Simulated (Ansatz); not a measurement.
# CdH2O2: the cost of one run

Program: Ansatz 0.2.0. Level of theory: DFT PBEsol, scalar-relativistic, plane waves, PAW. These are calculated values, not measurements.

## Step 1: The system as given

It takes space group P-3m1 (No. 164, trigonal). The conventional cell has a = 3.516 Å, b = 3.516 Å, c = 4.643 Å, α = 90.00°, β = 90.00°, γ = 120.00°. Cd (site symmetry -3m) has 6 O at 2.32 Å as nearest neighbours. H (site symmetry 3m) is surrounded by 1 O at 0.97 Å. Around O (site symmetry 3m) lie 1 H at 0.97 Å.

As a file:

```
Cd H O
1.0
     3.51553    0.00000    0.00000
    -1.75776    3.04453    0.00000
     0.00000    0.00000    4.64298
Cd H O
1 2 2
Cartesian
  0.0000 0.0000 0.0000
  1.7578 1.0148 2.5581
  0.0000 2.0297 2.0849
  1.7578 1.0148 3.5257
  0.0000 2.0297 1.1172
```

Source of the structure: the Materials Project (structure only).

## Step 2: A first look at the start

File input.yaml:

```yaml
crystal:
  lattice:
    - [3.5155259648, 0.0, 0.0]
    - [-1.7577629824, 3.0445347931, 0.0]
    - [0.0, 0.0, 4.64297929]
  atoms:
    - { symbol: Cd, position: [0.0, 0.0, 0.0] }
    - { symbol: H, position: [0.66666667, 0.33333333, 0.55096072] }
    - { symbol: H, position: [0.33333333, 0.66666667, 0.44903928] }
    - { symbol: O, position: [0.66666667, 0.33333333, 0.759372] }
    - { symbol: O, position: [0.33333333, 0.66666667, 0.240628] }
basis:
  ecutwfc: 420
kpoints:
  mp_grid: { grid: [6, 6, 4] }
hamiltonian:
  xc: pbesol
scf:
  occupations: { method: gaussian, width: 0.1 }
output:
  forces: true
  stress: true
  eigenvalues: true
```

**Question.** How long does this run take on 1 thread of an Arm CPU, shared host, and how much memory does it need?

About 1.8 s, with a peak of 0.3 GiB.
